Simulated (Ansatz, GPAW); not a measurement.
## A script for LiF (GLLB-SC)

These are simulated results from GPAW 26.7.0, not measurements. The cell began as a measured structure and was relaxed with r2SCAN in plane waves (Ansatz 0.2.0). All runs are without spin polarisation.

It is cubic, Fm-3m (No. 225); conventional cell a = 3.990 Å, 7.94 Å³ an atom. Li has 6 F at 1.99 Å; F has 6 Li at 1.99 Å.

GLLB-SC is a model potential. Its fundamental gap is the Kohn-Sham gap plus a derivative discontinuity, which the script evaluates at the band edges among the listed k points. Its total energy isn't variational and serves nothing here.

Input script:

```python
import json
from ase import Atoms
from gpaw import GPAW, PW, FermiDirac

atoms = Atoms(['Li', 'F'],
              cell=[[0.0, 1.99486919, 1.99486919], [1.99486919, 0.0, 1.99486919], [1.99486919, 1.99486919, 0.0]],
              scaled_positions=[[0.0, 0.0, 0.0], [0.5, 0.5, 0.5]],
              pbc=True)
calc = GPAW(mode=PW(400), xc='GLLBSC', kpts={'size': (8, 8, 8), 'gamma': True},
            occupations=FermiDirac(0.02), maxiter=100, legacy_gpaw=True, txt='gpaw.txt')
atoms.calc = calc
res = {'energy': atoms.get_potential_energy(force_consistent=True)}
res['electrons'] = calc.get_number_of_electrons()
res['k'] = calc.get_ibz_k_points().tolist()
res['levels'] = [calc.get_eigenvalues(kpt=i).tolist() for i in range(len(res['k']))]
points = [[0.0, 0.0, 0.0], [0.5, 0.0, 0.5], [0.625, 0.25, 0.625], [0.375, 0.375, 0.75], [0.5, 0.5, 0.5], [0.5, 0.25, 0.75], [-0.0625, 0.0, 0.0625]]
bands = calc.fixed_density(kpts=points, symmetry='off', nbands=round(res['electrons']) // 2 + 6, convergence={'bands': -2}, txt='bands.txt')
res['points'] = [bands.get_eigenvalues(kpt=i).tolist() for i in range(len(points))]
homo, lumo = bands.get_homo_lumo()
potential = calc.hamiltonian.xc.response.calculate_discontinuity_potential(homo, lumo)
res['discontinuity'] = bands.hamiltonian.xc.response.calculate_discontinuity(potential)
json.dump(res, open('results.json', 'w'))
print('free energy (eV):', round(res['energy'], 5))
```

Command: `python run.py`. It took 4.9 s on 1 thread of Arm Neoverse V1, on a shared host, peak memory 0.12 GiB.

The log gpaw.txt, trimmed of paths, versions and times, then the last line on the terminal. An iter line gives the energy in eV and the logarithms of the changes of orbitals (plane waves alone) and density (c: converged):

```
___ ___ ___ _ _ _
 |   |   |_  | | | |

 | | | | | . | | | |

 |__ |  _|___|_____|  26.7.0
 |___|_|

Input parameters:
  kpts: {gamma: True,
         size: (8, 8, 8)}
  maxiter: 100
  mode: {ecut: 400.0,
         name: pw}
  occupations: {fixmagmom: False,
                name: fermi-dirac,
                width: 0.02}
  xc: GLLBSC

System changes: positions, numbers, cell, pbc, initial_charges, initial_magmoms

Initialize ...

species:
  Li:
    name:    Lithium
    Z:       3.0
    valence: 1
    core:    2
    charge:  0.0  # [|e|]
    compensation charges:
      type: gauss
      rc: 0.33  # [Å]
      lmax: 2
    cutoffs:
      filter: 1.91  # [Å]
      core: 2.55  # [Å]
    projectors
    | kind |    occ | energy [eV] | rcut [Å] |

    |------|--------|-------------|----------|

    |   2s |  1.000 |      -4.279 |    1.058 |

    |   2p |  0.000 |      -2.495 |    1.058 |

    |    s |        |      22.932 |    1.058 |

    Using partial waves for Li as LCAO basis

  F:
    name:    Fluorine
    Z:       9.0
    valence: 7
    core:    2
    charge:  0.0  # [|e|]
    compensation charges:
      type: gauss
      rc: 0.20  # [Å]
      lmax: 2
    cutoffs:
      filter: 1.14  # [Å]
      core: 0.74  # [Å]
    projectors
    | kind |    occ | energy [eV] | rcut [Å] |

    |------|--------|-------------|----------|

    |   2s |  2.000 |     -36.122 |    0.635 |

    |   2p |  5.000 |     -16.598 |    0.635 |

    |    s |        |      -8.911 |    0.635 |

    |    p |        |      10.613 |    0.635 |

    |    d |        |       0.000 |    0.635 |

    Using partial waves for F as LCAO basis

Reference energy: -2906.343976  # eV

Spin-paired calculation

Convergence criteria:
 Maximum [total energy] change in last 3 cyles: 0.0005 eV / valence electron
 Maximum integral of absolute [dens]ity change: 0.0001 electrons / valence electron
 Maximum integral of absolute [eigenst]ate change: 4e-08 eV^2 / valence electron
 Maximum number of scf [iter]ations: 100
 (Square brackets indicate name in SCF output, whereas a 'c' in
 the SCF output indicates the quantity has converged.)

Symmetries present (total): 48

  ( 1  0  0)  ( 1  0  0)  ( 1  0  0)  ( 1  0  0)  ( 1  0 -1)  ( 1  0 -1)
  ( 1  0 -1)  ( 1 -1  0)  ( 0  1  0)  ( 0  0  1)  ( 1  0  0)  ( 1 -1  0)
  ( 1 -1  0)  ( 1  0 -1)  ( 0  0  1)  ( 0  1  0)  ( 1 -1  0)  ( 1  0  0)

  ( 1  0 -1)  ( 1  0 -1)  ( 1 -1  0)  ( 1 -1  0)  ( 1 -1  0)  ( 1 -1  0)
  ( 0  1 -1)  ( 0  0 -1)  ( 1  0  0)  ( 1  0 -1)  ( 0 -1  1)  ( 0 -1  0)
  ( 0  0 -1)  ( 0  1 -1)  ( 1  0 -1)  ( 1  0  0)  ( 0 -1  0)  ( 0 -1  1)

  ( 0  1  0)  ( 0  1  0)  ( 0  1  0)  ( 0  1  0)  ( 0  1 -1)  ( 0  1 -1)
  ( 1  0  0)  ( 0  1 -1)  ( 0  0  1)  (-1  1  0)  ( 1  0 -1)  ( 0  1  0)
  ( 0  0  1)  (-1  1  0)  ( 1  0  0)  ( 0  1 -1)  ( 0  0 -1)  (-1  1  0)

  ( 0  1 -1)  ( 0  1 -1)  ( 0  0  1)  ( 0  0  1)  ( 0  0  1)  ( 0  0  1)
  ( 0  0 -1)  (-1  1  0)  ( 1  0  0)  ( 0  1  0)  ( 0 -1  1)  (-1  0  1)
  ( 1  0 -1)  ( 0  1  0)  ( 0  1  0)  ( 1  0  0)  (-1  0  1)  ( 0 -1  1)

  ( 0  0 -1)  ( 0  0 -1)  ( 0  0 -1)  ( 0  0 -1)  ( 0 -1  1)  ( 0 -1  1)
  ( 1  0 -1)  ( 0  1 -1)  ( 0 -1  0)  (-1  0  0)  ( 1 -1  0)  ( 0  0  1)
[... 1 lines left out ...]

  ( 0 -1  1)  ( 0 -1  1)  ( 0 -1  0)  ( 0 -1  0)  ( 0 -1  0)  ( 0 -1  0)
  ( 0 -1  0)  (-1  0  1)  ( 1 -1  0)  ( 0  0 -1)  ( 0 -1  1)  (-1  0  0)
  ( 1 -1  0)  ( 0  0  1)  ( 0 -1  1)  (-1  0  0)  ( 1 -1  0)  ( 0  0 -1)

  (-1  1  0)  (-1  1  0)  (-1  1  0)  (-1  1  0)  (-1  0  1)  (-1  0  1)
  ( 0  1  0)  ( 0  1 -1)  (-1  0  1)  (-1  0  0)  ( 0  0  1)  ( 0 -1  1)
  ( 0  1 -1)  ( 0  1  0)  (-1  0  0)  (-1  0  1)  ( 0 -1  1)  ( 0  0  1)

  (-1  0  1)  (-1  0  1)  (-1  0  0)  (-1  0  0)  (-1  0  0)  (-1  0  0)
  (-1  1  0)  (-1  0  0)  ( 0  0 -1)  ( 0 -1  0)  (-1  1  0)  (-1  0  1)
  (-1  0  0)  (-1  1  0)  ( 0 -1  0)  ( 0  0 -1)  (-1  0  1)  (-1  1  0)

512 k-points: 8 x 8 x 8 Monkhorst-Pack grid + [1/16,1/16,1/16]
29 k-points in the irreducible part of the Brillouin zone
       k-points in crystal coordinates                weights
   0:     0.00000000    0.00000000    0.00000000          1/512
   1:     0.12500000    0.12500000    0.00000000          6/512
   2:     0.12500000    0.12500000    0.12500000          8/512
   3:     0.25000000    0.12500000    0.12500000         12/512
   4:     0.25000000    0.25000000    0.00000000          6/512
   5:     0.25000000    0.25000000    0.12500000         24/512
   6:     0.25000000    0.25000000    0.25000000          8/512
   7:     0.37500000    0.25000000   -0.37500000         24/512
   8:     0.37500000    0.25000000    0.12500000         24/512
   9:     0.37500000    0.25000000    0.25000000         24/512
          ...
  28:     0.50000000    0.50000000    0.50000000          4/512

Wave functions: Plane wave expansion
  Cutoff energy: 400.000 eV
  Number of coefficients (min, max): 272, 303
  Pulay-stress correction: 0.000000 eV/Ang^3 (de/decut=0.000000)
  Using FFTW library
  ScaLapack parameters: grid=1x1, blocksize=None
  Wavefunction extrapolation:
    Improved wavefunction reuse through dual PAW basis

Occupation numbers: Fermi-Dirac:
  width: 0.0200  # eV

Eigensolver
   Davidson(niter=2)

Densities:
  Coarse grid: 14*14*14 grid
  Fine grid: 28*28*28 grid
  Total Charge: 0.000000

Density mixing:
  Method: separate
  Backend: msr1
  Linear mixing parameter: 0.05
  old densities: 10
  Width of damping distribution: 1.1
  Damping of long wavelength oscillations: 20

Hamiltonian:
  XC and Coulomb potentials evaluated on a 28*28*28 grid
  Using the GLLBSC Exchange-Correlation functional
  External potential:
    NoExternalPotential

XC parameters: GLLBSC functional being used consists of
  -----------------------------------------------------------------------
  | Weight | Module     | Description                                   |

  -----------------------------------------------------------------------
  |  1.000 | SCREENING  | GGA_X_PBE_SOL with 2 nearest neighbor stencil |

  |  1.000 | RESPONSE   | eps=0.0500 eV                                 |

  |  1.000 | XC         | GGA_C_PBE_SOL with 2 nearest neighbor stencil |

  -----------------------------------------------------------------------

Memory estimate:
  Process memory now: 109.21 MiB
  Calculator: 4.24 MiB
    Density: 1.34 MiB
      Arrays: 0.54 MiB
      Localized functions: 0.38 MiB
      Mixer: 0.42 MiB
    Hamiltonian: 0.37 MiB
      Arrays: 0.36 MiB
      XC: 0.00 MiB
      Poisson: 0.00 MiB
      vbar: 0.01 MiB
    Wavefunctions: 2.53 MiB
      Arrays psit_nG: 1.07 MiB
      Eigensolver: 0.07 MiB
      Projections: 0.06 MiB
      Projectors: 1.09 MiB
      PW-descriptor: 0.24 MiB

Total number of cores used: 1

Number of atoms: 2
Number of atomic orbitals: 8
Number of bands in calculation: 8
Number of valence electrons: 8
Bands to converge: occupied

... initialized

Initializing position-dependent things.

Density initialized from atomic densities
Creating initial wave functions:
  8 bands from LCAO basis set
Positions:
   0 Li     0.000000    0.000000    0.000000    ( 0.0000,  0.0000,  0.0000)
   1 F      1.994869    1.994869    1.994869    ( 0.0000,  0.0000,  0.0000)

Unit cell:
           periodic     x           y           z      points  spacing
  1. axis:    yes    0.000000    1.994869    1.994869    14     0.1645
  2. axis:    yes    1.994869    0.000000    1.994869    14     0.1645
  3. axis:    yes    1.994869    1.994869    0.000000    14     0.1645

  Lengths:   2.821171   2.821171   2.821171
  Angles:   60.000000  60.000000  60.000000

Effective grid spacing dv^(1/3) = 0.1795

iter:   1    -8.700939
iter:   2    -9.506656   -2.26  -1.04
iter:   3    -8.310220   -0.76  -1.07
iter:   4    -8.481763   -1.49  -1.13
iter:   5    -8.475816   -1.89  -1.47
iter:   6    -8.381431   -2.98  -1.92
iter:   7    -8.330983   -3.23  -2.60
iter:   8    -8.353078   -4.35  -2.49
iter:   9    -8.361396   -4.75  -3.02
iter:  10    -8.361307   -7.33  -4.05c
iter:  11    -8.361854c  -7.34  -4.25c
iter:  12    -8.361935c  -8.42c -5.35c

Converged after 12 iterations.

Energy contributions relative to reference atoms: (reference = -2906.343976)

Kinetic:        +10.312897
Potential:       -7.808162
External:        +0.000000
XC:             -10.986696
Entropy (-ST):   -0.000000
Local:           +0.120026
SIC:             +0.000000
--------------------------
Free energy:     -8.361935
Extrapolated:    -8.361935

GLLBSC response reference energy: -4.73243 eV (from HOMO)

Showing only first 2 kpts
 Kpt  Band  Eigenvalues  Occupancy
  0     2     -4.73308    2.00000
  0     3     -4.73280    2.00000
  0     4      6.29650    0.00000
  0     5     24.92847    0.00000

  1     2     -4.91958    2.00000
  1     3     -4.91940    2.00000
  1     4      6.93373    0.00000
  1     5     20.45705    0.00000

Fermi level: -1.38863

Gap: 11.029 eV
Transition (v -> c):
  (s=0, k=0, n=3, [0.00, 0.00, 0.00]) -> (s=0, k=0, n=4, [0.00, 0.00, 0.00])
No difference between direct/indirect transitions

free energy (eV): -8.36193
```

The gap in the log is over the mesh alone; results.json adds the listed points. GLLB-SC gives a gap of 14.98 eV (11.029 eV Kohn-Sham over the listed points plus 3.951 eV discontinuity). On the same cell, plane-wave PBE (Ansatz, 10×10×10 k points and the special points) gives a gap of 9.35 eV and r2SCAN a gap of 10.33 eV; on shared hosts these took about 0.94 and 2.1 core-seconds on the 2-atom cell, against 4.8 for the script. Semilocal gaps usually lie below measured ones.
